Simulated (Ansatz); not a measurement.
# CH₉BN₂Si: a ladder of functionals and wavefunction methods

Aim: compute CH₉BN₂Si with functionals from several rungs and with coupled cluster, and see how far each lands from CCSD(T) at the basis-set limit for the atomisation energy.

The runs use Ansatz 0.2.0, Gaussian basis; functionals in def2-TZVPP, the program's frozen cores in correlated methods.

The runs, in order: PBE-D4, r2SCAN-D4, PBE0-D4, B3LYP-D4, ωB97X-V, ωB97M-V, B2PLYP; CCSD(T)/def2-TZVPP; MP2/def2-QZVPP; extrapolation to the limit.

## Step 1: Structure used throughout

An earlier PBE0-D4 in a triple-zeta def2 set relaxation fixed the geometry.

14 atoms, charge 0, spin multiplicity 1.

Atoms are counted from 1 here; the program's logs count them from 0.

Bond lengths: B1–Si2 1.942 Å, B1–N5 1.643 Å, B1–H6 1.201 Å, B1–H7 1.200 Å, Si2–C3 1.866 Å, Si2–N4 1.705 Å, Si2–N5 1.880 Å, C3–H8 1.094 Å, C3–H9 1.093 Å, C3–H10 1.092 Å, N4–H11 1.005 Å, N4–H12 1.006 Å, N5–H13 1.010 Å, N5–H14 1.010 Å. Angles: Si2–B1–N5 62.6°, Si2–B1–H6 118.9°, Si2–B1–H7 118.4°, N5–B1–H6 112.1°, N5–B1–H7 112.0°, H6–B1–H7 118.6°, B1–Si2–C3 127.1°, B1–Si2–N4 123.6°, B1–Si2–N5 50.9°, C3–Si2–N4 109.0°, C3–Si2–N5 106.1°, N4–Si2–N5 111.9°, Si2–C3–H8 111.8°, Si2–C3–H9 110.4°, Si2–C3–H10 110.4°, H8–C3–H9 108.0°, H8–C3–H10 108.4°, H9–C3–H10 107.7° and more.

## Step 2: PBE-D4 (GGA)

in.yaml reads:

```yaml
crystal:
  periodic: [false, false, false]
  atoms:
    - {symbol: B, position_ang: [-0.545632, 1.505824, -0.904457]}
    - {symbol: Si, position_ang: [-0.361478, -0.001247, 0.305964]}
    - {symbol: C, position_ang: [0.979889, -0.266254, 1.575743]}
    - {symbol: N, position_ang: [-1.338066, -1.397155, 0.229532]}
    - {symbol: N, position_ang: [0.520471, 0.327479, -1.321740]}
    - {symbol: H, position_ang: [-1.489977, 1.543720, -1.645028]}
    - {symbol: H, position_ang: [0.007773, 2.533567, -0.625816]}
    - {symbol: H, position_ang: [1.473590, -1.234463, 1.450381]}
    - {symbol: H, position_ang: [0.562067, -0.228933, 2.584514]}
    - {symbol: H, position_ang: [1.736364, 0.518153, 1.500834]}
    - {symbol: H, position_ang: [-2.273912, -1.371232, -0.134956]}
    - {symbol: H, position_ang: [-1.046600, -2.319374, 0.505209]}
    - {symbol: H, position_ang: [0.267011, -0.227155, -2.127104]}
    - {symbol: H, position_ang: [1.495598, 0.587771, -1.364478]}
basis:
  gaussian: {orbitals: def2-TZVPP}
hamiltonian: {xc: pbe, dispersion: d4}
output: {forces: true, orbitals: {seedname: orbitals}}
```

On the command line:

```bash
ansatz run in.yaml --threads 4 --pin off --events-out ev --progress --plain --max-ram 10444MiB
```

The runs that follow: r2SCAN-D4 (meta-GGA); PBE0-D4 (hybrid); B3LYP-D4 (hybrid); ωB97X-V (range-separated); ωB97M-V (range-separated); B2PLYP (double hybrid); CCSD(T) in def2-TZVPP; MP2 in def2-QZVPP.

Before running them: what should the planned runs give, taken together? Wanted: atomisation energy, CCSD(T)/CBS; farthest; mean size of error, hybrid; mean size of error, range-separated; gap, smallest and largest; T1 diagnostic; triples share of the correlation energy.

**Answer**, as computed:

| quantity | value |
| --- | --- |
| atomisation energy, CCSD(T)/CBS | 51.651 eV |
| functionals within 0.258 eV (0.5 %) | r2SCAN-D4, PBE0-D4 |
| farthest | PBE-D4 (+0.968 eV) |
| mean size of error, hybrid | 0.258 eV |
| mean size of error, range-separated | 0.384 eV |
| gap, smallest and largest | 4.80 eV (PBE-D4), 10.80 eV (ωB97X-V) |
| T1 diagnostic | 0.0104 |
| triples share of the correlation energy | 3.8 % |

What this shows: PBE-D4 is off by +0.968 eV. Double hybrids carry the basis error of their MP2 part in triple zeta, and no dispersion term here, so their miss is partly the set-up's. The reference freezes the cores and leaves out relativity and excitations past (T), so misses under about 0.258 eV can't be ranked. Hartree-Fock recovers 72 % of the binding; the rest is correlation. Orbital gaps span 4.8 to 10.8 eV; exact exchange widens them.
